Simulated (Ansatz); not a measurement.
## GaB in Ansatz: the effect of exact exchange

The system is GaB.

```
Ga B
1.0
     2.71824    0.00000    0.00000
     0.00000    2.71824    0.00000
     0.00000    0.00000    3.23621
Ga B
1 1
Direct
  0.50000 0.50000 0.50000
  0.00000 0.00000 0.00000
```

The cell was built by a generator and needn't be a form met in nature.

Alike in all runs:

- Program: Ansatz 0.2.0
- Task: single point
- Functional: HSE06 form with a typed share of exact exchange
- Potentials or basis: Ansatz PAW
- Cutoff: 420 eV (not typed: the program's choice for these potentials)
- k mesh: 5 × 5 × 4
- Occupations: fermi-dirac, width 0.05 eV
- Spin: no spin polarisation

| exact exchange | pressure (GPa) |
| --- | --- |
| 0.05 | -2.4 |
| 0.1 | -2.8 |
| 0.15 | -3.3 |
| 0.2 | -3.7 |
| 0.25 | -4.2 |
| 0.3 | -4.6 |
| 0.4 | -5.4 |
| 0.5 | ? |

Q: What does the run with exact exchange 0.5 give?

A: Pressure -6.1 GPa.

Worked out: A straight line through the other rows of the pressure, of slope -8.68 GPa per unit of exact exchange, extrapolates to -6.3 GPa, against the run's -6.1.

Caveats: all runs use coarse meshes; the PAW data sets come from PBE, with cores solved anew for the run's functional, which leaves a small shift of forces and pressure; the thresholds are loose for stress.
